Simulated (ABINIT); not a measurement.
# TaWC2 (R-3m) in ABINIT: reference runs

How does TaWC2 come out in PBEsol? The cell is run as given.

All numbers are computed with ABINIT 10.8.3 (patched build); they aren't measurements. Logs are shortened: lines on timing, memory, paths and dates and some standing lists are left out, and cuts for length are marked. The log counts tension as positive stress, the text compression.

## Step 1: The crystal as given

It takes space group R-3m (No. 166, trigonal). The conventional cell has a = 3.144 Å, b = 3.144 Å, c = 15.305 Å, α = 90.00°, β = 90.00°, γ = 120.00°. W (site symmetry -3m) has 6 C at 2.21 Å as nearest neighbours. Ta (site symmetry -3m) is surrounded by 6 C at 2.23 Å. Around C (site symmetry 3m) lie 3 W at 2.21 Å and 3 Ta at 2.23 Å.

The cell comes from a database or a generator and needn't be the stable form of this composition.

## Step 2: Single point, PBEsol

Contents of run.abi:

```
# Pseudopotentials
pp_dirpath "./"
pseudos "W.GGA_PBE-JTH.xml, Ta.GGA_PBE-JTH.xml, C.GGA_PBE-JTH.xml"

# Structure
acell 3*1.0
rprim
     2.9703757337     1.7149472294     9.6406639719
    -2.9703757337     1.7149472294     9.6406639719
     0.0000000000    -3.4298944590     9.6406639719
ntypat 3
znucl 74 73 6
natom 4
typat 1 2 3 3
xcart
     0.0000000000     0.0000000000     0.0000000000
     0.0000000000    -0.0000000001     7.6524295078
     0.0000000000     0.0000000000     3.8404941874
     0.0000000000    -0.0000000001    11.4643648283 Angstrom

# Plane-wave basis
ecut 19.0
pawecutdg 38.0
pawxcdev 0

# k points
kptopt 1
ngkpt 10 10 10
nshiftk 1
shiftk 0.0 0.0 0.0

# Exchange and correlation
ixc -116133

# Bands and occupations
nband 22
occopt 3
tsmear 0.00183747

# SCF cycle
nstep 100
tolvrs 1.0e-9

# Output
iomode 3
prtwf 0
prteig 0
prtebands 0
enunit 1
prtden 1
prtvha 1
prtvclmb 1
prtpot 1
```

Potentials or basis: JTH PAW PBE v2.0.

Command:

```bash
$ abinit run.abi > log 2>&1
```

run.abo:

```text
.Version 10.8.3 of ABINIT
 Symmetries : space group R-3 m (#166); Bravais hR (rhombohedral)
================================================================================
 Values of the parameters that define the memory need of the present run
     intxc =       0    ionmov =       0      iscf =      17    lmnmax =      18
     lnmax =       6     mgfft =      45  mpssoang =       3    mqgrid =    3001
     natom =       4  nloc_mem =       2    nspden =       1   nspinor =       1
    nsppol =       1      nsym =      12    n1xccc =       1    ntypat =       3
    occopt =       3   xclevel =       2
       mpw =        1184          nfft =       91125          nkpt =         116
 PAW method is used; the additional fine FFT grid is defined by:
   mgfftf=        60    nfftf =    216000
================================================================================
================================================================================

--------------------------------------------------------------------------------
------------- Echo of variables that govern the present computation ------------
--------------------------------------------------------------------------------
 -outvars: echo values of preprocessed input variables --------
            acell      1.0000000000E+00  1.0000000000E+00  1.0000000000E+00 Bohr
              amu      1.83850000E+02  1.80947900E+02  1.20110000E+01
             ecut      1.90000000E+01 Hartree
           enunit           1
                       outvar_i_n : Printing only first  50 k-points.
              ixc     -116133
                       outvar_i_n : Printing only first  50 k-points.
         kptrlatt       10    0    0      0   10    0      0    0   10
          kptrlen      5.94075147E+01
            natom           4
            nband          22
            ngfft          45      45      45
          ngfftdg          60      60      60
             nkpt         116
            nstep         100
             nsym          12
           ntypat           3
                       prtocc : prtvol=0, do not print more k-points.
           occopt           3
        pawecutdg      3.80000000E+01 Hartree
         pawxcdev           0
        prtebands           0
           prteig           0
           prtpot           1
         prtvclmb           1
           prtvha           1
            prtwf           0
            rprim      2.9703757337E+00  1.7149472294E+00  9.6406639719E+00
                      -2.9703757337E+00  1.7149472294E+00  9.6406639719E+00
                       0.0000000000E+00 -3.4298944590E+00  9.6406639719E+00
          spgroup         166
           tolvrs      1.00000000E-09
           tsmear      1.83747000E-03 Hartree
            typat      1  2  3  3
           useylm           1
                       outvars : Printing only first  50 k-points.
           xangst      0.0000000000E+00  0.0000000000E+00  0.0000000000E+00
                       0.0000000000E+00 -5.2917607932E-11  7.6524295027E+00
[... 171 lines left out ...]

 cartesian forces (eV/Angstrom) at end:
    1      0.00000000000000    -0.00000000000000     0.00000000000000
    2      0.00000000000000    -0.00000000000000     0.00000000000000
    3      0.00000000000000     0.00000000000000     0.06853117671711
    4     -0.00000000000000     0.00000000000000    -0.06853117671711
 frms,max,avg= 2.7977736E-02 6.8531177E-02   0.000E+00  0.000E+00  0.000E+00 e/A
 length scales=  1.000000000000  1.000000000000  1.000000000000 bohr
              =  0.529177210544  0.529177210544  0.529177210544 angstroms
 Fermi (or HOMO) energy (eV) =   7.83337   Average Vxc (eV)= -13.39354
 Eigenvalues (   eV  ) for nkpt= 116  k points:
 kpt#   1, nband= 22, wtk=  0.00100, kpt=  0.0000  0.0000  0.0000 (reduced coord)
 -67.48267  -61.16129  -31.72866  -31.54211  -31.54211  -27.79263  -27.42517  -27.42517
  -7.39699   -2.86937   -1.38082    1.76914    1.76914    5.65289    5.65289    5.78346
   7.07317    7.07317    7.13148    7.60422    7.60422    9.76351
 prteigrs : prtvol=0 or 1, do not print more k-points.

--- !EnergyTerms
iteration_state     : {dtset: 1, }
comment             : Components of total free energy in Hartree
kinetic             :  1.93857418816668E+01
hartree             :  1.85309844166260E+01
xc                  : -1.99882117945140E+01
Ewald energy        : -1.22487012274364E+02
psp_core            :  1.57658536649466E+01
local_psp           : -3.94194862878333E+01
PAW spherical_terms : -1.14036577684820E+01
internal            : -1.39615788161954E+02
'-kT*entropy'       : -5.46355338583660E-04
total_energy        : -1.39616334517292E+02
total_energy_eV     : -3.79915400479812E+03
...

--- !EnergyTermsDC
iteration_state     : {dtset: 1, }
comment             : '"Double-counting" decomposition of free energy'
band_energy         : -2.14912938366052E+01
Ewald energy        : -1.22487012274364E+02
psp_core            :  1.57658536649466E+01
xc_dc               : -2.57133608768401E+01
PAW spherical_terms :  1.43100152222843E+01
internal            : -1.39615798100578E+02
'-kT*entropy'       : -5.46355338583660E-04
total_energy_dc     : -1.39616344455917E+02
total_energy_dc_eV  : -3.79915427524187E+03
...

--- !EnergyTermsWithPAWCore
iteration_state     : {dtset: 1, }
comment             : 'Components of total free energy, including PAW core contributions'
Total energy        : -3.18145212378310E+04
Total energy DC     : -3.18145212477696E+04
Total energy (eV)   : -8.65717225633584E+05
Total energy DC (eV): -8.65717225904028E+05
...

 Cartesian components of stress tensor (hartree/bohr^3)
  sigma(1 1)=  3.50150914E-04  sigma(3 2)=  3.72392501E-13
  sigma(2 2)=  3.50150913E-04  sigma(3 1)=  0.00000000E+00
  sigma(3 3)=  3.47395334E-04  sigma(2 1)=  0.00000000E+00

-Cartesian components of stress tensor (GPa)         [Pressure= -1.0275E+01 GPa]
- sigma(1 1)=  1.03017956E+01  sigma(3 2)=  1.09561656E-08
- sigma(2 2)=  1.03017955E+01  sigma(3 1)=  0.00000000E+00
- sigma(3 3)=  1.02207236E+01  sigma(2 1)=  0.00000000E+00

== END DATASET(S) ==============================================================
================================================================================

 -outvars: echo values of variables after computation  --------
            acell      1.0000000000E+00  1.0000000000E+00  1.0000000000E+00 Bohr
           etotal     -1.3961634446E+02
            fcart      2.4074124305E-35 -1.6858861565E-19  5.4210108624E-20
                       2.4074124305E-35 -1.6858861565E-19  5.4210108624E-20
                       7.5191448328E-19  2.4624335793E-19  1.3327192008E-03
                      -7.5191448328E-19  9.0933873372E-20 -1.3327192008E-03
            rprim      2.9703757337E+00  1.7149472294E+00  9.6406639719E+00
                      -2.9703757337E+00  1.7149472294E+00  9.6406639719E+00
                       0.0000000000E+00 -3.4298944590E+00  9.6406639719E+00
           strten      3.5015091409E-04  3.5015091279E-04  3.4739533406E-04
                       3.7239250134E-13  0.0000000000E+00  0.0000000000E+00
           xangst      0.0000000000E+00  0.0000000000E+00  0.0000000000E+00
                       0.0000000000E+00 -5.2917607932E-11  7.6524295027E+00
                      -1.0128480487E-16 -2.6557522532E-11  3.8404941822E+00
                       7.1039348891E-17 -7.9277416327E-11  1.1464364823E+01
             xred      0.0000000000E+00  0.0000000000E+00  0.0000000000E+00
                       5.0000000000E-01  5.0000000000E-01  5.0000000000E-01
                       2.5093299983E-01  2.5093299983E-01  2.5093299983E-01
                       7.4906700017E-01  7.4906700017E-01  7.4906700017E-01
 Calculation completed.
```

Wall time 3.4 min (1 thread of Intel Xeon 6975P-C (Granite Rapids), shared host); peak memory 0.28 GiB.

Results:

```yaml
Free_energy: -3799.1543 eV
Pressure: -10.3 GPa
Largest_force: 0.069 eV/Å
Band_gap_on_the_k_mesh: none (metal or under the smearing width)
Valence_electrons_inside_the_program's_atomic_spheres: W 11.76; Ta 10.71; C 2.46
```

Forces on the atoms (eV/Å):
```
W    0.000  0.000  0.000
Ta   0.000  0.000  0.000
C    0.000  0.000  0.069
C    0.000  0.000 -0.069
```

Stress tensor (GPa, compression positive):
```
-10.30   0.00   0.00
  0.00 -10.30   0.00
  0.00   0.00 -10.22
```

Levels at points of the mesh, in eV from the Fermi level:
| k point | band 16 | band 17 | band 18 | band 19 | band 20 | band 21 |
| --- | --- | --- | --- | --- | --- | --- |
| (0.00, 0.00, 0.00) | -2.05 | -0.76 | -0.76 | -0.70 | -0.23 | -0.23 |
| (0.50, 0.00, 0.00) | -4.42 | -1.28 | -0.73 | 1.45 | 2.13 | 3.11 |
| (0.50, 0.50, 0.00) | -2.15 | -2.09 | 1.21 | 1.64 | 1.80 | 2.54 |
| (0.50, 0.50, 0.50) | -4.33 | -0.96 | -0.96 | 0.19 | 0.19 | 0.24 |

Caveat: the PAW data sets were made with another functional, which shifts forces and pressure a little.
